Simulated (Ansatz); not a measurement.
The same calculation of CH7AlOSSi, SMILES [AlH2][O]CS[SiH3] as a Python script and as an input file (Ansatz 0.2.0, Python API).

`deck_ch7alossi.py`
```python
import ansatz as az


def main() -> None:
    deck = {
        'crystal': {
            'periodic': [False, False, False],
            'atoms': [
                {'symbol': 'Al', 'position_ang': [-1.0786, 2.4242, 1.1957]},
                {'symbol': 'O', 'position_ang': [-1.4491, 0.65, 0.977]},
                {'symbol': 'C', 'position_ang': [-0.4351, 0.0685, 0.2288]},
                {'symbol': 'S', 'position_ang': [-0.6768, -1.6993, 0.0592]},
                {'symbol': 'Si', 'position_ang': [1.0379, -2.1237, -1.0854]},
                {'symbol': 'H', 'position_ang': [-0.2932, 3.0103, 2.4387]},
                {'symbol': 'H', 'position_ang': [-1.6374, 3.5035, 0.0944]},
                {'symbol': 'H', 'position_ang': [-0.3018, 0.5341, -0.7812]},
                {'symbol': 'H', 'position_ang': [0.5708, 0.1986, 0.8221]},
                {'symbol': 'H', 'position_ang': [1.0288, -1.3209, -2.2818]},
                {'symbol': 'H', 'position_ang': [2.2066, -1.7618, -0.245]},
                {'symbol': 'H', 'position_ang': [1.105, -3.5387, -1.3885]},
            ],
        },
        'basis': {'gaussian': {'orbitals': 'def2-SVP'}},
        'hamiltonian': {'xc': 'pbe'},
    }
    session = az.Session.from_dict(deck)
    r = session.plan(threads=1).execute().report

    for key in ('converged', 'free_energy_ev', 'reference_energy_ev', 'n_frozen', 'n_occupied', 'n_virtual'):
        print(f'{key:22s} {r[key]}')
    symbols = ['Al', 'O', 'C', 'S', 'Si', 'H', 'H', 'H', 'H', 'H', 'H', 'H']


if __name__ == '__main__':
    main()
```

```console
$ python deck_ch7alossi.py
converged              True
free_energy_ev         -28481.326912825632
reference_energy_ev    -28481.326912825632
n_frozen               0
n_occupied             [32, 32]
n_virtual              [85, 85]
```

`input.yaml`:
```yaml
crystal:
  periodic: [false, false, false]
  atoms:
    - { symbol: Al, position_ang: [-1.0786, 2.4242, 1.1957] }
    - { symbol: O, position_ang: [-1.4491, 0.65, 0.977] }
    - { symbol: C, position_ang: [-0.4351, 0.0685, 0.2288] }
    - { symbol: S, position_ang: [-0.6768, -1.6993, 0.0592] }
    - { symbol: Si, position_ang: [1.0379, -2.1237, -1.0854] }
    - { symbol: H, position_ang: [-0.2932, 3.0103, 2.4387] }
    - { symbol: H, position_ang: [-1.6374, 3.5035, 0.0944] }
    - { symbol: H, position_ang: [-0.3018, 0.5341, -0.7812] }
    - { symbol: H, position_ang: [0.5708, 0.1986, 0.8221] }
    - { symbol: H, position_ang: [1.0288, -1.3209, -2.2818] }
    - { symbol: H, position_ang: [2.2066, -1.7618, -0.245] }
    - { symbol: H, position_ang: [1.105, -3.5387, -1.3885] }
basis:
  gaussian: { orbitals: def2-SVP }
hamiltonian:
  xc: pbe
```

On the command line:
```console
$ ansatz run input.yaml --threads 1 --pin off --max-ram 4096MiB --backend cpu --events-out ev --progress --plain --runs-dir out
Engine: ansatz 0.2.0, aarch64-unknown-linux-gnu
Functional definition: PBE
  parameter kappa = 0.804
  parameter beta = 0.06672455060314922
  exchange = pbe_x(kappa = kappa, mu = beta*pi^2/3)
  correlation = pbe_c(beta = beta)
1301 factors; their error is unknown
mean field evaluation 1: about -28474.7834 eV, gradient 5.4e1 eV
mean field evaluation 2: about -28398.9745 eV, gradient 1.6e2 eV
mean field evaluation 4: about -28480.9403 eV, gradient 1.4e1 eV
mean field evaluation 8: about -28481.4089 eV, gradient 3.0e-1 eV
mean field evaluation 16: about -28481.3269 eV, gradient 3.3e-4 eV
mean field -28481.32686377 eV, -1046.6694569067 hartree, gradient 1.7e-5 eV, S^2 0.000000; 0 other end points of the search recorded, 0 dependent functions left out
reference -28481.32691283 eV, -1046.6694587096 hartree; 32, 32 occupied and 85, 85 virtual orbitals, 1301 factors
Total energy: -28481.32691283 eV, -1046.6694587096 hartree
```

What to keep in mind:
- The settings weren't tested for convergence.
- The geometry is a force-field or estimated start, not a minimum of this method, and the basis set is short of its limit.
- It ran for 4.1 s on 1 thread of Arm Neoverse V1, with other jobs on the host, peak memory 0.2 GiB.
